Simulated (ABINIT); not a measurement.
Crystal: RuAu.

```xyz
2
Lattice="3.1648 0.0000 0.0000 0.0000 3.1648 0.0000 0.0000 0.0000 3.1648" Properties=species:S:1:pos:R:3 pbc="T T T"
Ru    0.0000    0.0000    0.0000
Au    1.5824    1.5824    1.5824
```

The cell was built by a generator and needn't be a form met in nature.

| Quantity | Value |
| --- | --- |
| Program | ABINIT 10.8.3 (patched build) |
| Task | single point |
| Functional | PBE |
| Potentials or basis | JTH PAW PBE v2.0 |
| Cutoff | 544 eV |
| k mesh | 8 × 8 × 8 |
| Occupations | fermi-dirac, width 0.05 eV |
| Spin | no spin polarisation |

On this cell: pressure 0.6 GPa; largest force zero by symmetry; band gap on the k mesh none (metal or under the smearing width).

The same run follows on a disturbed copy (atoms moved at random, drawn with an rms of 0.05 Å):

```
Ru Au
1.0
     3.16481    0.00000    0.00000
     0.00000    3.16481    0.00000
     0.00000    0.00000    3.16481
Ru Au
1 1
Direct
  0.00458 0.99713 0.00412
  0.48540 0.49897 0.49709
```

Q: What does the disturbed cell give?

A: The energy (extrapolated to zero smearing) moves by +9.2 meV/atom; pressure 1.0 GPa; largest force 0.557 eV/Å; band gap on the k mesh none (metal or under the smearing width).

Forces on the atoms (eV/Å):
```
Ru  -0.520  0.049 -0.192
Au   0.520 -0.049  0.192
```

Stress tensor (GPa, compression positive):
```
 0.81 -0.07  0.25
-0.07  1.11 -0.03
 0.25 -0.03  1.08
```
